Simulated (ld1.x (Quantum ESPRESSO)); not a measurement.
# F: generating and testing an ultrasoft potential

Aim: build the potential from the settings below, then test how well it stands in for the atom: other configurations, scattering, ghost states and the plane-wave cutoff that it needs.

The numbers are computed with ld1.x (Quantum ESPRESSO) 7.5 (LDA (PW92), scalar-relativistic, spin-unpolarised reference atom).

## (1) The atom and the settings

Typed settings, in words:

```json
{
  "element": "fluorine (F, Z = 9)",
  "type": "ultrasoft",
  "frozen core": "[He]",
  "valence charge": "7",
  "reference configuration": "2s2 2p5",
  "partial waves": "2s (bound): rcut 0.60, rcutus 0.75 bohr; 2s channel at 1.25 Ry: rcut 0.60, rcutus 0.75 bohr; 2p (bound): rcut 1.20, rcutus 1.55 bohr; 2p channel at 0.05 Ry: rcut 1.20, rcutus 1.55 bohr; 3d channel at -0.15 Ry: rcut 1.50, rcutus 1.85 bohr; 3d channel at 2.5 Ry: rcut 1.50, rcutus 1.85 bohr",
  "local potential": "all-electron potential smoothed inside 1.80 bohr (lloc = -1)",
  "core correction": "a·sin(br)/r model core, default radius (core density twice the valence density)",
  "augmentation charge": "PSQ, inside the norm-conserving radii"
}
```

The outer shells as boxes (Hund's rule for the drawing; the calculation is spin-unpolarised):

```
[He] core
2s [↑↓]
2p [↑↓][↑↓][↑ ]
```

The nodes and maxima of the atom's own shells, from an earlier all-electron run, set the scale for the radii.

All-electron outer shells of the reference configuration (LDA (PW92), scalar-relativistic, ld1.x):

```json
{"shell": "1s", "level (eV)": "-658.94", "outermost node (bohr)": "–", "outermost maximum (bohr)": "0.12"}
{"shell": "2s", "level (eV)": "-29.65", "outermost node (bohr)": "0.24", "outermost maximum (bohr)": "0.77"}
{"shell": "2p", "level (eV)": "-11.30", "outermost node (bohr)": "–", "outermost maximum (bohr)": "0.71"}
```

## (2) Generation

Input file F.in:

```
 &input
   title='F', zed=9., rel=1, dft='PW', iswitch=3,
   config='[He] 2s2 2p5 3d-2',
   nld=3, rlderiv=2.00, eminld=-4.0, emaxld=5.0, deld=0.02
 /
 &inputp
   pseudotype=3, tm=.true., lloc=-1, rcloc=1.80,
   nlcc=.true.,
   which_augfun='PSQ', rmatch_augfun_nc=.true.,
   file_pseudopw='F.UPF', file_wfcaegen='ae.wfc', file_wfcncgen='nc.wfc', file_beta='beta', file_chi='chi', file_wfcusgen='us.wfc'
 /
6
2S  1  0   2.00   0.00  0.60  0.75  0.0
2S  1  0   0.00   1.25  0.60  0.75  0.0
2P  2  1   5.00   0.00  1.20  1.55  0.0
2P  2  1   0.00   0.05  1.20  1.55  0.0
3D  3  2  -2.00  -0.15  1.50  1.85  0.0
3D  3  2  -2.00   2.50  1.50  1.85  0.0
 &test
   configts(1)='2s2 2p5'
 /
```

Command:

```bash
ld1.x < F.in > F.out
```

The output, F.out (without the banner and most projector matrices):

```text
     Program LD1 v.7.5
     --------------------------- All-electron run ----------------------------

     F
     scalar relativistic calculation

     atomic number is  9.00
     dft =PW   lsd =0 sic =0 latt =0  beta=0.20 tr2=1.0E-14
     Exchange-correlation= PW
                           (   1   4   0   0   0   0   0)
     mesh =1105 r(mesh) =  99.76081 a.u. xmin = -7.00 dx = 0.01250
     1 Ry =  13.60569312 eV, c = 137.03599908

     n l     nl                  e(Ry)          e(Ha)          e(eV)
     1 0     1S 1( 2.00)       -48.4315       -24.2158      -658.9448
     2 0     2S 1( 2.00)        -2.1792        -1.0896       -29.6490
     2 1     2P 1( 5.00)        -0.8302        -0.4151       -11.2953

     final scf error:  5.0E-15 reached in  40 iterations

     Etot =    -198.377594 Ry,     -99.188797 Ha,   -2699.064669 eV

     Ekin =     197.872565 Ry,      98.936283 Ha,    2692.193401 eV
     Encl =    -476.135291 Ry,    -238.067645 Ha,   -6478.150648 eV
     Eh   =      99.142751 Ry,      49.571376 Ha,    1348.905851 eV
     Exc  =     -19.257620 Ry,      -9.628810 Ha,    -262.013274 eV

     normalization and overlap integrals

     s(1S/1S) =  1.000000  <r> =   0.1772  <r2> =    0.0424  r(max) =   0.1154
     s(2S/2S) =  1.000000  <r> =   1.0100  <r2> =    1.2456  r(max) =   0.7713
     s(2P/2P) =  1.000000  <r> =   1.1044  <r2> =    1.6353  r(max) =   0.7066

     ------------------------ End of All-electron run ------------------------

     --------------------- Generating US pseudopotential ---------------------

      Generating local potential from pseudized AE potential:
      Matching radius rcloc =   1.8000

      Local pseudo, rcloc= 1.782 Estimated cut-off energy=     7.75 Ry

      Computing core charge for nlcc:

       r > 0.28 : true rho core
       r < 0.28 : rho core = a sin(br)/r    a=  19.38  b=   8.92

      Integrated core pseudo-charge :   0.93
      Wfc-us  2S rcutus= 0.743  Estimated cut-off energy=    79.91 Ry
      Wfc-us  2S rcutus= 0.743  Estimated cut-off energy=    86.11 Ry
      Wfc-us  2P rcutus= 1.534  Estimated cut-off energy=    33.85 Ry
      Wfc-us  2P rcutus= 1.534  Estimated cut-off energy=    44.39 Ry
      Wfc-us  3D rcutus= 1.827  Estimated cut-off energy=    30.08 Ry
      Wfc-us  3D rcutus= 1.827  Estimated cut-off energy=    32.94 Ry

     Q pseudized with Bessel functions
     Expected ecutrho=     641.6994 due to l1=  0   l2=  2

     ------------------- End of pseudopotential generation -------------------

     [... the all-electron block is printed once more ...]


     Computing logarithmic derivative in   2.00681
     Computing logarithmic derivative in   2.00681
     Computing the partial wave expansion
     R is outside the sphere for l=    0 j= 0.00
     R is outside the sphere for l=    0 j= 0.00
     R is outside the sphere for l=    1 j= 0.00
     R is outside the sphere for l=    1 j= 0.00
     R is outside the sphere for l=    2 j= 0.00
     R is outside the sphere for l=    2 j= 0.00

     ---------------------- Testing the pseudopotential ----------------------

     F
     scalar relativistic calculation

     atomic number is  9.00   valence charge is  7.00
     dft =PW   lsd =0 sic =0 latt =0  beta=0.20 tr2=1.0E-14
     mesh =1105 r(mesh) =  99.76081 xmin = -7.00 dx = 0.01250

     n l     nl             e AE (Ry)        e PS (Ry)    De AE-PS (Ry)
     1 0     2S   1( 2.00)       -2.17916       -2.17916       -0.00000
     2 1     2P   1( 5.00)       -0.83019       -0.83019        0.00000

     eps = 1.2E-17  iter =  4

     Etot =    -198.377594 Ry,     -99.188797 Ha,   -2699.064669 eV
     Etotps =   -50.708005 Ry,     -25.354003 Ha,    -689.917555 eV

     Ekin =      16.407496 Ry,       8.203748 Ha,     223.235352 eV
     Encl =     -91.761800 Ry,     -45.880900 Ha,   -1248.482895 eV
     Ehrt =      42.260829 Ry,      21.130415 Ha,     574.987876 eV
     Ecxc =     -11.848158 Ry,      -5.924079 Ha,    -161.202403 eV
     (Ecc =      -2.435811 Ry,      -1.217906 Ha,     -33.140901 eV)
     Epseu=      -5.766372 Ry,      -2.883186 Ha,     -78.455485 eV

     ---------------------- End of pseudopotential test ----------------------
```

It took 1 s on 1 thread of Neoverse-V2, shared host. This counts the later configuration tests of the new file too.

Partial waves on a coarse radial grid (AE all-electron, PS pseudo):

```tsv
r (bohr)	2p AE	2p PS	2s AE	2s PS
0.093	0.1239	0.0182	-0.4523	0.1840
0.185	0.3402	0.0702	-0.2353	0.3615
0.278	0.5449	0.1517	0.1361	0.5313
0.370	0.7014	0.2527	0.4730	0.6839
0.463	0.8091	0.3652	0.7286	0.8162
0.555	0.8719	0.4765	0.8936	0.9188
0.648	0.9003	0.5788	0.9853	0.9884
0.740	0.9026	0.6622	1.0191	1.0191
0.833	0.8866	0.7229	1.0122	1.0122
0.925	0.8583	0.7576	0.9779	0.9779
1.018	0.8218	0.7677	0.9257	0.9257
1.110	0.7809	0.7565	0.8642	0.8642
1.203	0.7373	0.7290	0.7972	0.7972
1.295	0.6933	0.6916	0.7298	0.7298
1.388	0.6491	0.6491	0.6630	0.6630
1.480	0.6065	0.6065	0.5996	0.5996
1.573	0.5650	0.5650	0.5394	0.5394
1.665	0.5258	0.5258	0.4840	0.4840
1.758	0.4881	0.4881	0.4325	0.4325
1.850	0.4529	0.4529	0.3859	0.3859
1.943	0.4195	0.4195	0.3432	0.3432
2.035	0.3885	0.3885	0.3050	0.3050
2.128	0.3592	0.3592	0.2703	0.2703
2.220	0.3321	0.3321	0.2395	0.2395
2.313	0.3067	0.3067	0.2116	0.2116
2.405	0.2832	0.2832	0.1871	0.1871
```

## (3) Configuration tests

Input file F.test.in:

```
 &input
   title='F', zed=9., rel=1, dft='PW', iswitch=2,
   config='[He] 2s2 2p5 3d-2'
 /
 &test
   file_pseudo='F.UPF', nconf=10,
   configts(1)='2s2 2p5',
   configts(2)='2s2 2p4',
   configts(3)='2s2 2p3',
   configts(4)='2s2 2p2',
   configts(5)='2s2 2p4.5',
   configts(6)='2s1 2p6',
   configts(7)='2s2 2p5.3',
   configts(8)='2s2 2p1',
   configts(9)='2s2 2p5', lsdts(9)=1,
   configts(10)='2s2 2p4', lsdts(10)=1
 /
```

Command:

```bash
ld1.x < F.test.in > F.test.out
```

F.test.out, the pseudopotential blocks, each with the warnings that came before it:

```text
     ---------------------- Testing the pseudopotential ----------------------

     F
     scalar relativistic calculation

     atomic number is  9.00   valence charge is  7.00
     dft =PW   lsd =0 sic =0 latt =0  beta=0.20 tr2=1.0E-14
     mesh =1105 r(mesh) =  99.76081 xmin = -7.00 dx = 0.01250

     n l     nl             e AE (Ry)        e PS (Ry)    De AE-PS (Ry)
     1 0     2S   1( 2.00)       -2.17916       -2.17916       -0.00000
     2 1     2P   1( 5.00)       -0.83019       -0.83019        0.00000

     eps = 1.1E-17  iter =  4

     Etot =    -198.377594 Ry,     -99.188797 Ha,   -2699.064669 eV
     Etotps =   -50.708005 Ry,     -25.354003 Ha,    -689.917555 eV

     Ekin =      16.407496 Ry,       8.203748 Ha,     223.235352 eV
     Encl =     -91.761800 Ry,     -45.880900 Ha,   -1248.482895 eV
     Ehrt =      42.260829 Ry,      21.130415 Ha,     574.987876 eV
     Ecxc =     -11.848158 Ry,      -5.924079 Ha,    -161.202403 eV
     (Ecc =      -2.435811 Ry,      -1.217906 Ha,     -33.140901 eV)
     Epseu=      -5.766372 Ry,      -2.883186 Ha,     -78.455485 eV

     ---------------------- End of pseudopotential test ----------------------

     ---------------------- Testing the pseudopotential ----------------------

     F
     [...]
     n l     nl             e AE (Ry)        e PS (Ry)    De AE-PS (Ry)
     1 0     2S   1( 2.00)       -3.46006       -3.45854       -0.00152
     2 1     2P   1( 4.00)       -2.09172       -2.08808       -0.00365

     eps = 6.9E-15  iter =  8

     Etot =    -196.940115 Ry,     -98.470057 Ha,   -2679.506764 eV
     Etotps =   -49.271760 Ry,     -24.635880 Ha,    -670.376450 eV
     dEtot_ae =       1.437480 Ry
     dEtot_ps =       1.436245 Ry,   Delta E=       0.001235 Ry

     [...]
     ---------------------- End of pseudopotential test ----------------------

     Warning: n=2, l=1 expected 0 nodes, found 1
     ---------------------- Testing the pseudopotential ----------------------

     F
     [...]
     n l     nl             e AE (Ry)        e PS (Ry)    De AE-PS (Ry)
     1 0     2S   1( 2.00)       -4.96952       -4.96169       -0.00784  !
     2 1     2P   1( 3.00)       -3.61028       -3.59369       -0.01660  !

     eps = 7.3E-15  iter =  7

     Etot =    -194.109079 Ry,     -97.054540 Ha,   -2640.988564 eV
     Etotps =   -46.449579 Ry,     -23.224789 Ha,    -631.978713 eV
     dEtot_ae =       4.268515 Ry
     dEtot_ps =       4.258426 Ry,   Delta E=       0.010089 Ry

     [...]
     ---------------------- End of pseudopotential test ----------------------

     ---------------------- Testing the pseudopotential ----------------------

     F
     [...]
     n l     nl             e AE (Ry)        e PS (Ry)    De AE-PS (Ry)
     1 0     2S   1( 2.00)       -6.67111       -6.64978       -0.02133  !
     2 1     2P   1( 2.00)       -5.35437       -5.30610       -0.04828  !

     eps = 1.1E-17  iter =  9

     Etot =    -189.644761 Ry,     -94.822381 Ha,   -2580.248426 eV
     Etotps =   -42.015431 Ry,     -21.007715 Ha,    -571.649058 eV
     dEtot_ae =       8.732833 Ry
     dEtot_ps =       8.692574 Ry,   Delta E=       0.040259 Ry

     [...]
     ---------------------- End of pseudopotential test ----------------------

     ---------------------- Testing the pseudopotential ----------------------

     F
     [...]
     n l     nl             e AE (Ry)        e PS (Ry)    De AE-PS (Ry)
     1 0     2S   1( 2.00)       -2.78764       -2.78731       -0.00033
     2 1     2P   1( 4.50)       -1.42591       -1.42482       -0.00110

     eps = 7.0E-16  iter =  9

     Etot =    -197.816709 Ry,     -98.908354 Ha,   -2691.433431 eV
     Etotps =   -50.147302 Ry,     -25.073651 Ha,    -682.288798 eV
     dEtot_ae =       0.560886 Ry
     dEtot_ps =       0.560703 Ry,   Delta E=       0.000182 Ry

     [...]
     ---------------------- End of pseudopotential test ----------------------

     ---------------------- Testing the pseudopotential ----------------------

     F
     [...]
     n l     nl             e AE (Ry)        e PS (Ry)    De AE-PS (Ry)
     1 0     2S   1( 1.00)       -2.21471       -2.21446       -0.00025
     2 1     2P   1( 6.00)       -0.86015       -0.86104        0.00089

     eps = 1.6E-17  iter = 10

     Etot =    -197.025824 Ry,     -98.512912 Ha,   -2680.672904 eV
     Etotps =   -49.356869 Ry,     -24.678435 Ha,    -671.534417 eV
     dEtot_ae =       1.351770 Ry
     dEtot_ps =       1.351136 Ry,   Delta E=       0.000634 Ry

     [...]
     ---------------------- End of pseudopotential test ----------------------

     ---------------------- Testing the pseudopotential ----------------------

     F
     [...]
     n l     nl             e AE (Ry)        e PS (Ry)    De AE-PS (Ry)
     1 0     2S   1( 2.00)       -1.84976       -1.84970       -0.00006
     2 1     2P   1( 5.30)       -0.51071       -0.51093        0.00022

     eps = 1.3E-15  iter = 10

     Etot =    -198.577940 Ry,     -99.288970 Ha,   -2701.790515 eV
     Etotps =   -50.908410 Ry,     -25.454205 Ha,    -692.644206 eV
     dEtot_ae =      -0.200346 Ry
     dEtot_ps =      -0.200405 Ry,   Delta E=       0.000059 Ry

     [...]
     ---------------------- End of pseudopotential test ----------------------

     ---------------------- Testing the pseudopotential ----------------------

     F
     [...]
     n l     nl             e AE (Ry)        e PS (Ry)    De AE-PS (Ry)
     1 0     2S   1( 2.00)       -8.54051       -8.49737       -0.04314  !
     2 1     2P   1( 1.00)       -7.30165       -7.18990       -0.11175  !

     eps = 7.6E-15  iter =  7

     Etot =    -183.332949 Ry,     -91.666474 Ha,   -2494.371840 eV
     Etotps =   -35.780104 Ry,     -17.890052 Ha,    -486.813121 eV
     dEtot_ae =      15.044645 Ry
     dEtot_ps =      14.927901 Ry,   Delta E=       0.116745 Ry

     [...]
     ---------------------- End of pseudopotential test ----------------------

     ---------------------- Testing the pseudopotential ----------------------

     F
     [...]
     n l     nl             e AE (Ry)        e PS (Ry)    De AE-PS (Ry)
     1 0     2S   1( 1.00)       -2.23352       -2.23478        0.00127
     2 1     2P   1( 3.00)       -0.88314       -0.88253       -0.00061
     1 0     2S   2( 1.00)       -2.11374       -2.11258       -0.00116
     2 1     2P   2( 2.00)       -0.76702       -0.76784        0.00082

     eps = 3.3E-15  iter = 11

     Etot =    -198.406610 Ry,     -99.203305 Ha,   -2699.459451 eV
     Etotps =   -50.736663 Ry,     -25.368332 Ha,    -690.307474 eV
     dEtot_ae =      -0.029016 Ry
     dEtot_ps =      -0.028658 Ry,   Delta E=      -0.000357 Ry

     [...]
     ---------------------- End of pseudopotential test ----------------------

     ---------------------- Testing the pseudopotential ----------------------

     F
     [...]
     n l     nl             e AE (Ry)        e PS (Ry)    De AE-PS (Ry)
     1 0     2S   1( 1.00)       -3.57113       -3.57295        0.00181
     2 1     2P   1( 3.00)       -2.20563       -2.20077       -0.00486
     1 0     2S   2( 1.00)       -3.29539       -3.29125       -0.00414
     2 1     2P   2( 1.00)       -1.92429       -1.92344       -0.00085

     eps = 1.6E-15  iter = 12

     Etot =    -197.080076 Ry,     -98.540038 Ha,   -2681.411028 eV
     Etotps =   -49.409707 Ry,     -24.704853 Ha,    -672.253305 eV
     dEtot_ae =       1.297519 Ry
     dEtot_ps =       1.298298 Ry,   Delta E=      -0.000780 Ry

     [...]
     ---------------------- End of pseudopotential test ----------------------
```

Energies count from the reference configuration 2s2 2p5; the error is all-electron less pseudo. Spin-polarised rows fill open shells by Hund's rule and count from the unpolarised reference. A star marks tests that logged a warning.

| valence configuration | charge | ΔE all-electron (eV) | error AE − PS (meV) |
| --- | --- | --- | --- |
| 2s2 2p4 | +1 | 19.558 | +17 |
| 2s2 2p3 * | +2 | 58.076 | +137 |
| 2s2 2p2 | +3 | 118.816 | +548 |
| 2s2 2p4.5 | +0.5 | 7.631 | +2.5 |
| 2s1 2p6 | 0 | 18.392 | +8.6 |
| 2s2 2p5.3 | -0.3 | -2.726 | +0.8 |
| 2s2 2p1 | +4 | 204.693 | +1588 |
| 2s2 2p5 (spin-polarised) | 0 | -0.395 | -4.9 |
| 2s2 2p4 (spin-polarised) | +1 | 17.654 | -11 |

## (4) Does it scatter like the atom?

Taken from the files of the generation run. The phase is arctan(r·u′/u) with u = r·R, unwrapped, with energies in Ry. A pole is an energy at which the radial function vanishes at the test radius. The pseudo phase is shifted by a multiple of π to meet the all-electron one at the reference energy. Levels narrower than the energy grid can be missing from the poles. Left out: s, where the overlap operator is not positive , so their phases aren't trusted. The last column is the largest difference on the grid between −1 and +1 Ry.

| channel | radius (bohr) | reference (Ry) | poles AE | poles PS | window around the reference with phases within 0.05 rad (Ry) | largest difference near zero (rad) |
| --- | --- | --- | --- | --- | --- | --- |
| p | 2.01 | -0.83 | -0.42 | -0.42 | the whole range | 0.000 |
| d | 2.01 | -0.15 | none | none | the whole range | 0.000 |

Phases (rad) along the scan:

```tsv
E (Ry)	p AE	p PS	d AE	d PS
-4.00	1.312	1.312	1.351	1.351
-3.52	1.291	1.291	1.341	1.341
-3.04	1.264	1.264	1.329	1.329
-2.56	1.225	1.225	1.314	1.314
-2.08	1.159	1.159	1.297	1.297
-1.60	1.012	1.012	1.277	1.277
-1.12	0.289	0.289	1.251	1.251
-0.64	-1.395	-1.395	1.218	1.218
-0.16	-1.684	-1.684	1.175	1.175
0.32	-1.804	-1.804	1.113	1.113
0.80	-1.900	-1.900	1.020	1.020
1.28	-2.011	-2.011	0.867	0.867
1.76	-2.174	-2.174	0.581	0.581
2.24	-2.465	-2.463	0.035	0.035
2.72	-3.018	-3.011	-0.630	-0.630
3.20	-3.702	-3.692	-1.045	-1.045
3.68	-4.124	-4.116	-1.260	-1.260
4.16	-4.341	-4.334	-1.385	-1.384
4.64	-4.464	-4.458	-1.466	-1.466
```

## (5) Plane-wave convergence, by spherical Bessel functions

This step uses the generator's waves and projectors in a separate script. Basis: spherical Bessel functions vanishing at 20 bohr, q² up to the cutoff; potential fixed at the reference.

No cutoffs are read. The overlap operator is not positive in s (lowest eigenvalue -0.928), so the test is not defined there. The ghost test is not conclusive.

## (6) Outcome

```
                                                quantity                   value
                                                 cutoffs          not determined
                                            bound ghosts          not determined
         largest test error (AE − PS), unpolarised tests  +1588 meV, for 2s2 2p1
largest phase difference near zero energy, channels read               0.000 rad
         lowest eigenvalue of the overlap (Bessel basis)              -0.928 (s)
               density cutoff estimated by the generator                  642 Ry
```

**Reading.** The overlap operator is not positive definite in s, so a plane-wave run would break down once the basis is large enough. By total energies transferability is poor: the largest error is 1588 meV on 204.7 eV, for 2s2 2p1. That test lies far up in energy; among those under 40 eV, nearer to bonding, the largest error is 17 meV. No cutoffs are read. Ghosts could not be judged. Near zero energy the phases of the channels with partial waves that could be evaluated agree within 0.001 rad.
